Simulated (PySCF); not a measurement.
# C₄H₂F₂O: circular dichroism and optical rotation, excited states, first hyperpolarisability

Wanted: circular dichroism and optical rotation, excited states, first hyperpolarisability for C₄H₂F₂O (`O=CC(F)=C=CF`).

Computed with PySCF 2.14.0 and routines of our own; the level stands in each step. Atoms count from 0.

### Step 1. The starting structure

9 atoms, charge 0, multiplicity 1; geometry from: GFN2-xTB.

### Step 2. Relaxing the molecule at PBE0-D3(BJ)/def2-TZVP

Job settings and geometry (Å):

```
{"job": {"xc": "PBE0", "basis": "def2-TZVP", "d3": "d3bj", "grid": 2, "kind": "geom"}, "charge": 0, "multiplicity": 1}
O     -1.454426     1.686156     0.351146
C     -1.679072     0.541619     0.079227
C     -0.652322    -0.509198    -0.101527
F     -1.169152    -1.733156    -0.335252
C      0.639645    -0.314515    -0.038185
C      1.903885    -0.042736     0.064158
F      2.664012     0.319951    -0.970170
H     -2.700347     0.146129    -0.066870
H      2.461338    -0.088258     0.992293
```

Run with:

```sh
$ OMP_NUM_THREADS=1 python excited_run.py task.json out
```

This one command runs all jobs of the session in turn.

Log:

```text
step   0  E = -428.16525073  max force = 0.011331
step   1  E = -428.16373653  max force = 0.007458
step   2  E = -428.16447214  max force = 0.006381
step   3  E = -428.16501877  max force = 0.006308
step   4  E = -428.16500204  max force = 0.005837
step   5  E = -428.16541754  max force = 0.003697
step   6  E = -428.16555540  max force = 0.001263
step   7  E = -428.16556043  max force = 0.001786
step   8  E = -428.16560386  max force = 0.000621
step   9  E = -428.16560855  max force = 0.000349
optimisation converged
```

Run time: 88 s. Hardware: 1 thread of AMD EPYC 9R45, shared host; peak memory 0.92 GiB.

Relaxation path: (the energy doesn't fall at every step)

```
step  energy from step 0 (eV)  largest force component (eV/Å)
   0                   0.0000                          0.5827
   1                   0.0412                          0.3835
   2                   0.0212                          0.3281
   3                   0.0063                          0.3244
   4                   0.0068                          0.3002
   5                  -0.0045                          0.1901
   6                  -0.0083                          0.0649
   7                  -0.0084                          0.0918
   8                  -0.0096                          0.0319
   9                  -0.0097                          0.0179
```

Distances of close pairs at the start and the end, largest changes first:

```
 bond  before (Å)  after (Å)  change (Å)
C2–F3       1.349      1.340      -0.009
C1–C2       1.480      1.489      +0.008
C2–C4       1.308      1.303      -0.005
C1–H7       1.105      1.109      +0.004
C5–F6       1.334      1.330      -0.004
C5–H8       1.084      1.085      +0.002
C4–C5       1.297      1.298      +0.001
O0–C1       1.198      1.197      -0.001
```

The end geometry stands in the next job.

```
                         at the end point                value
  point group (found at 0.08 Å tolerance)                   C1
rotational constants (GHz, main isotopes)  4.072, 1.624, 1.217
                        dipole moment (D)                 1.59
```

### Step 3. Circular dichroism and optical rotation: TDDFT CAM-B3LYP/def2-TZVPD

Job settings and geometry (Å):

```
{"job": {"kind": "ecd", "xc": "CAM-B3LYP", "basis": "def2-TZVPD", "nstates": 12}, "charge": 0, "multiplicity": 1}
O     -0.122095     1.964058    -1.058175
C     -0.920395     1.472384    -0.313796
C     -0.735069     0.158486     0.361103
F     -1.754413    -0.147854     1.175843
C      0.286854    -0.632345     0.195848
C      1.378692    -1.307265     0.004434
F      1.502677    -2.229368    -0.946416
H     -1.883460     1.959293    -0.059995
H      2.274989    -1.193773     0.605542
```

With the program's defaults for keys left out, this is: TDDFT CAM-B3LYP/def2-TZVPD circular dichroism and optical rotation, one conformer, gas phase.

Log:

```text
coarse grid: 8848 points
cycle   1  E = -428.2580460404  dE =  1.404e+00  |g| = 1.049e+00  |ddm| = 4.798e+00
cycle   2  E = -427.9084916204  dE =  3.496e-01  |g| = 1.791e+00  |ddm| = 2.419e+00
cycle   3  E = -428.4615565685  dE = -5.531e-01  |g| = 1.556e-01  |ddm| = 1.322e+00
cycle   4  E = -428.4646663345  dE = -3.110e-03  |g| = 9.343e-02  |ddm| = 2.067e-01
cycle   5  E = -428.4661840684  dE = -1.518e-03  |g| = 1.251e-02  |ddm| = 1.128e-01
cycle   6  E = -428.4662143765  dE = -3.031e-05  |g| = 6.160e-03  |ddm| = 2.834e-02
cycle   7  E = -428.4662224645  dE = -8.088e-06  |g| = 1.977e-03  |ddm| = 1.498e-02
final grid: 89992 points
cycle   8  E = -428.4668804453  dE = -3.936e-05  |g| = 5.357e-03  |ddm| = 2.203e-01
cycle   9  E = -428.4668755643  dE =  4.881e-06  |g| = 7.661e-03  |ddm| = 1.755e-02
cycle  10  E = -428.4668853271  dE = -9.763e-06  |g| = 5.621e-04  |ddm| = 7.775e-03
cycle  11  E = -428.4668853611  dE = -3.403e-08  |g| = 3.854e-04  |ddm| = 1.019e-03
cycle  12  E = -428.4668853861  dE = -2.500e-08  |g| = 8.521e-05  |ddm| = 4.095e-04
cycle  13  E = -428.4668853878  dE = -1.711e-09  |g| = 1.816e-05  |ddm| = 1.542e-04
cycle  14  E = -428.4668853879  dE = -1.312e-10  |g| = 6.283e-06  |ddm| = 5.328e-05
converged SCF energy = -428.4668853879

Singlet excitations and rotatory strengths (1e-40 esu^2 cm^2)
state   eV       nm     f(len)   f(vel)    R(len)    R(vel)   main configurations
  1   3.7230   333.0  0.00017  0.00015     2.270     2.240   H->L 0.81, H-2->L 0.13
  2   4.6594   266.1  0.00032  0.00031    -3.985    -3.947   H-2->L 0.80, H->L 0.14
  3   5.5961   221.6  0.22775  0.22673   -37.865   -37.799   H-1->L 0.94
  4   5.8754   211.0  0.00630  0.00629    27.745    27.713   H-1->L+1 0.94
  5   6.9063   179.5  0.18674  0.18568    -4.767    -4.790   H->L+1 0.90
  6   7.3770   168.1  0.15899  0.15847    -6.563    -6.480   H-2->L+1 0.82
  7   7.5608   164.0  0.01096  0.01116     1.410     0.970   H->L+2 0.69
  8   7.7623   159.7  0.00521  0.00519   -29.087   -29.037   H->L+3 0.41, H->L+4 0.11
  9   7.8645   157.7  0.03302  0.03453     7.556     7.495   H-1->L+2 0.68, H-2->L+2 0.12
 10   7.8935   157.1  0.05117  0.05224    52.665    53.317   H-2->L+2 0.41, H-1->L+2 0.14
 11   8.1624   151.9  0.00850  0.00880    -9.643    -9.763   H-5->L 0.40, H-3->L 0.25, H->L+4 0.12
 12   8.4246   147.2  0.01668  0.01678     5.657     5.664   H-2->L+4 0.25, H-2->L+3 0.19, H->L+4 0.14

Specific rotation (deg / (dm g/mL))
    nm     length   length(OI)   velocity    alpha(len)  alpha(vel)
  633.0    -105.93    -106.32    -105.94       58.841     58.755
  589.3    -124.14    -124.61    -124.18       59.205     59.118
  546.0    -146.93    -147.49    -147.01       59.669     59.581
  436.0    -224.90    -225.95    -225.63       61.708     61.615
  405.0    -225.69    -226.98    -227.30       62.710     62.613
  365.0      48.14      46.45      41.15       64.594     64.489
```

It took 46 s on 1 thread of AMD EPYC 9R45, shared host; peak memory 1.1 GiB.

Warnings kept with the result: wavelengths within 0.3 eV of the first excitation or beyond it are left out.

### Step 4. Excited states: TDA wB97X-D/def2-TZVPD

The job, as its differences from that of step 3:

```diff
@@ -1,2 +1,2 @@
-{"job": {"kind": "ecd", "xc": "CAM-B3LYP", "basis": "def2-TZVPD", "nstates": 12}, "charge": 0, "multiplicity": 1}
+{"job": {"kind": "states", "xc": "wB97X-D", "basis": "def2-TZVPD", "tda": true, "soc": true, "nstates": 6, "ntriplets": 5, "nquad": 4}, "charge": 0, "multiplicity": 1}
 O     -0.122095     1.964058    -1.058175
```

Method: TDA wB97X-D/def2-TZVPD excited states, vertical, gas phase, spin-orbit mean-field couplings.

Log:

```text
coarse grid: 8848 points
cycle   1  E = -428.2569200020  dE =  1.433e+00  |g| = 1.066e+00  |ddm| = 4.850e+00
cycle   2  E = -428.0057100636  dE =  2.512e-01  |g| = 1.658e+00  |ddm| = 3.175e+00
cycle   3  E = -428.4722113569  dE = -4.665e-01  |g| = 1.357e-01  |ddm| = 1.293e+00
cycle   4  E = -428.4747881035  dE = -2.577e-03  |g| = 8.046e-02  |ddm| = 2.542e-01
cycle   5  E = -428.4759258370  dE = -1.138e-03  |g| = 1.305e-02  |ddm| = 2.448e-01
cycle   6  E = -428.4759678730  dE = -4.204e-05  |g| = 6.190e-03  |ddm| = 5.392e-02
cycle   7  E = -428.4759775172  dE = -9.644e-06  |g| = 1.992e-03  |ddm| = 3.281e-02
final grid: 89992 points
cycle   8  E = -428.4760741005  dE = -1.544e-04  |g| = 1.150e-02  |ddm| = 4.934e-01
cycle   9  E = -428.4760659037  dE =  8.197e-06  |g| = 1.370e-02  |ddm| = 4.167e-02
cycle  10  E = -428.4760923998  dE = -2.650e-05  |g| = 7.274e-04  |ddm| = 2.207e-02
cycle  11  E = -428.4760925096  dE = -1.099e-07  |g| = 4.106e-04  |ddm| = 3.889e-03
cycle  12  E = -428.4760925438  dE = -3.417e-08  |g| = 1.617e-04  |ddm| = 7.668e-04
cycle  13  E = -428.4760925495  dE = -5.714e-09  |g| = 3.976e-05  |ddm| = 3.638e-04
cycle  14  E = -428.4760925503  dE = -7.938e-10  |g| = 1.980e-05  |ddm| = 2.916e-04
converged SCF energy = -428.4760925503

Singlet excitations
state   eV       nm        f     d(h-e)  d(exc)  Lambda  PR(NTO)  |dmu|/D   mu/D   main configurations
  1   3.7450   331.1   0.00011   0.734   2.302   0.555   1.012    1.997    1.649   H->L 0.83, H-2->L 0.11
  2   4.6948   264.1   0.00039   1.316   2.700   0.520   1.034    3.595    4.395   H-2->L 0.83, H->L 0.12
  3   5.8964   210.3   0.17315   0.493   2.630   0.629   1.074    1.179    2.591   H-1->L 0.56, H-1->L+1 0.37
  4   5.9697   207.7   0.12065   0.441   2.592   0.576   1.047    0.967    2.125   H-1->L+1 0.60, H-1->L 0.33
  5   6.9516   178.4   0.16940   2.160   3.395   0.562   1.115                     H->L+1 0.82, H-2->L+1 0.09
  6   7.6736   161.6   0.00779   0.771   3.292   0.328   1.284                     H->L+2 0.47, H->L+7 0.14, H->L+4 0.11

Triplet excitations (Tamm-Dancoff)
state   eV     d(h-e)  d(exc)  Lambda  PR(NTO)   main configurations
  1   3.2054   0.713   2.238   0.550   1.012   H->L 0.80, H-2->L 0.13
  2   3.4921   0.382   2.337   0.722   1.043   H-1->L 0.93
  3   4.3438   1.251   2.640   0.519   1.036   H-2->L 0.78, H->L 0.14
  4   4.5596   0.098   2.095   0.644   1.023   H-2->L+1 0.58, H->L+1 0.33
  5   5.5790   0.918   2.470   0.493   1.009   H-1->L+1 0.96
S1 - T1 = 0.5395 eV

Spin-orbit couplings |<S|Hso|T>| (cm-1)
             T1       T2       T3       T4       T5
S0       50.232    0.727   12.453    3.043   15.088
S1        0.283   17.633    3.540    2.806    0.302
S2        3.272    6.605    1.345   10.530    0.231
S3       12.943    7.286    5.658    3.466    8.948
S4       10.476    8.627    3.736    6.031    7.156
S5        8.186    0.222    0.560    2.363   11.423
S6        1.492    5.652    1.775    1.616    1.466
T1 sublevels (cm-1): 0.000 0.002 0.210   radiative rates (1/s): 0.89 2.01 455
```

Run time: 26 s. Hardware: 1 thread of AMD EPYC 9R45, shared host; peak memory 1 GiB.

Key values:

```
  quantity    value
S1 less T1  0.54 eV
```

### Step 5. Excited states: TDDFT CAM-B3LYP/def2-TZVPD

The job, as its differences from that of step 4:

```diff
@@ -1,2 +1,2 @@
-{"job": {"kind": "states", "xc": "wB97X-D", "basis": "def2-TZVPD", "tda": true, "soc": true, "nstates": 6, "ntriplets": 5, "nquad": 4}, "charge": 0, "multiplicity": 1}
+{"job": {"kind": "states", "xc": "CAM-B3LYP", "basis": "def2-TZVPD", "tpa": true, "nstates": 8, "nquad": 6, "ntriplets": 0}, "charge": 0, "multiplicity": 1}
 O     -0.122095     1.964058    -1.058175
```

Level: TDDFT CAM-B3LYP/def2-TZVPD excited states, vertical, gas phase, two-photon moments by quadratic response.

Log:

```text
coarse grid: 8848 points
cycle   1  E = -428.2580460404  dE =  1.404e+00  |g| = 1.049e+00  |ddm| = 4.798e+00
cycle   2  E = -427.9084916204  dE =  3.496e-01  |g| = 1.791e+00  |ddm| = 2.419e+00
cycle   3  E = -428.4615565685  dE = -5.531e-01  |g| = 1.556e-01  |ddm| = 1.322e+00
cycle   4  E = -428.4646663345  dE = -3.110e-03  |g| = 9.343e-02  |ddm| = 2.067e-01
cycle   5  E = -428.4661840684  dE = -1.518e-03  |g| = 1.251e-02  |ddm| = 1.128e-01
cycle   6  E = -428.4662143765  dE = -3.031e-05  |g| = 6.160e-03  |ddm| = 2.834e-02
cycle   7  E = -428.4662224645  dE = -8.088e-06  |g| = 1.977e-03  |ddm| = 1.498e-02
final grid: 89992 points
cycle   8  E = -428.4668804453  dE = -3.936e-05  |g| = 5.357e-03  |ddm| = 2.203e-01
cycle   9  E = -428.4668755643  dE =  4.881e-06  |g| = 7.661e-03  |ddm| = 1.755e-02
cycle  10  E = -428.4668853271  dE = -9.763e-06  |g| = 5.621e-04  |ddm| = 7.775e-03
cycle  11  E = -428.4668853611  dE = -3.403e-08  |g| = 3.854e-04  |ddm| = 1.019e-03
cycle  12  E = -428.4668853861  dE = -2.500e-08  |g| = 8.521e-05  |ddm| = 4.095e-04
cycle  13  E = -428.4668853878  dE = -1.711e-09  |g| = 1.816e-05  |ddm| = 1.542e-04
cycle  14  E = -428.4668853879  dE = -1.312e-10  |g| = 6.283e-06  |ddm| = 5.328e-05
converged SCF energy = -428.4668853879

Singlet excitations
state   eV       nm        f     d(h-e)  d(exc)  Lambda  PR(NTO)  |dmu|/D   mu/D   delta(TPA)   sigma/GM   main configurations
  1   3.7231   333.0   0.00017   0.727   2.308   0.555   1.016    1.990    1.695        0.14      0.001   H->L 0.81, H-2->L 0.13
  2   4.6594   266.1   0.00032   1.296   2.705   0.524   1.039    3.548    4.342        0.06      0.000   H-2->L 0.80, H->L 0.14
  3   5.5965   221.5   0.22782   0.908   2.694   0.704   1.180    2.553    3.783       87.52      1.004   H-1->L 0.94
  4   5.8755   211.0   0.00631   0.911   2.523   0.492   1.010    2.312    2.545        1.83      0.023   H-1->L+1 0.94
  5   6.9066   179.5   0.18684   1.939   3.346   0.551   1.116    5.006    4.364        3.49      0.061   H->L+1 0.90
  6   7.3774   168.1   0.15895   0.376   2.840   0.633   1.521    1.111    0.920      104.85      2.091   H-2->L+1 0.82
  7   7.5609   164.0   0.01097   0.593   3.511   0.341   1.254                                            H->L+2 0.69
  8   7.7625   159.7   0.00522   0.726   3.288   0.329   1.244                                            H->L+3 0.41, H->L+4 0.11
```

Run time: 34 s. Hardware: 1 thread of AMD EPYC 9R45, shared host; peak memory 1 GiB.

### Step 6. First hyperpolarisability: quadratic response CAM-B3LYP/def2-TZVPD

The job, as its differences from that of step 5:

```diff
@@ -1,2 +1,2 @@
-{"job": {"kind": "states", "xc": "CAM-B3LYP", "basis": "def2-TZVPD", "tpa": true, "nstates": 8, "nquad": 6, "ntriplets": 0}, "charge": 0, "multiplicity": 1}
+{"job": {"kind": "beta", "xc": "CAM-B3LYP", "basis": "def2-TZVPD"}, "charge": 0, "multiplicity": 1}
 O     -0.122095     1.964058    -1.058175
```

With the program's defaults for keys left out, this is: quadratic response CAM-B3LYP/def2-TZVPD first hyperpolarisability, Taylor convention, gas phase.

Log:

```text
coarse grid: 8848 points
cycle   1  E = -428.2580460404  dE =  1.404e+00  |g| = 1.049e+00  |ddm| = 4.798e+00
cycle   2  E = -427.9084916204  dE =  3.496e-01  |g| = 1.791e+00  |ddm| = 2.419e+00
cycle   3  E = -428.4615565685  dE = -5.531e-01  |g| = 1.556e-01  |ddm| = 1.322e+00
cycle   4  E = -428.4646663345  dE = -3.110e-03  |g| = 9.343e-02  |ddm| = 2.067e-01
cycle   5  E = -428.4661840684  dE = -1.518e-03  |g| = 1.251e-02  |ddm| = 1.128e-01
cycle   6  E = -428.4662143765  dE = -3.031e-05  |g| = 6.160e-03  |ddm| = 2.834e-02
cycle   7  E = -428.4662224645  dE = -8.088e-06  |g| = 1.977e-03  |ddm| = 1.498e-02
final grid: 89992 points
cycle   8  E = -428.4668804453  dE = -3.936e-05  |g| = 5.357e-03  |ddm| = 2.203e-01
cycle   9  E = -428.4668755643  dE =  4.881e-06  |g| = 7.661e-03  |ddm| = 1.755e-02
cycle  10  E = -428.4668853271  dE = -9.763e-06  |g| = 5.621e-04  |ddm| = 7.775e-03
cycle  11  E = -428.4668853611  dE = -3.403e-08  |g| = 3.854e-04  |ddm| = 1.019e-03
cycle  12  E = -428.4668853861  dE = -2.500e-08  |g| = 8.521e-05  |ddm| = 4.095e-04
cycle  13  E = -428.4668853878  dE = -1.711e-09  |g| = 1.816e-05  |ddm| = 1.542e-04
cycle  14  E = -428.4668853879  dE = -1.312e-10  |g| = 6.283e-06  |ddm| = 5.328e-05
converged SCF energy = -428.4668853879

Lowest singlets (eV, f): 3.7231 0.0002  4.6594 0.0003  5.5965 0.2278

First hyperpolarisability (au)
process     nm      |vector|   parallel      HRS      DR
static         -      149.81       0.84      63.36   4.668
shg       1907.0      160.59       2.93      68.08   4.668
eope      1907.0      153.24        1.5          -       -
shg       1064.0      190.52       9.03      81.17   4.664
eope      1064.0      161.41       3.09          -       -
```

Wall time 25 s (1 thread of AMD EPYC 9R45, shared host); peak memory 1 GiB.

### Step 7. Outcome

```
                                                                                        quantity                                                          value
                                                                                     point group                                                             C1
                                                            rotational constants (main isotopes)                                           4.07, 1.62, 1.22 GHz
state of largest rotatory strength (velocity form) among 12 (step 3, TDDFT CAM-B3LYP/def2-TZVPD)  7.89 eV, R = +53.3 (velocity), +52.7 (length) ·10⁻⁴⁰ esu² cm²
                              specific rotation at 633.0 nm (step 3, TDDFT CAM-B3LYP/def2-TZVPD)                             -105.9 (velocity), -105.9 (length)
                                                     S1 less T1 (step 4, TDA wB97X-D/def2-TZVPD)                                                        0.54 eV
                                      β vector (step 6, quadratic response CAM-B3LYP/def2-TZVPD)            static 150, SHG 1907.0 nm 161, SHG 1064.0 nm 191 au
```

In words: The optimisation took 9 steps and gained 0.010 eV; among the close pairs (by a distance rule), C2–F3 changed most, from 1.349 to 1.340 Å. Rotations belong to one conformer and to the handedness of the start. In step 4, the number of triplets below S1 is 2, and the largest singlet-triplet spin-orbit coupling is S0–T1, 50.23 cm⁻¹. β grows from 150 au (static) to 191 au for doubling at 1064.0 nm: normal dispersion, which grows as twice the photon energy moves toward the bright states.
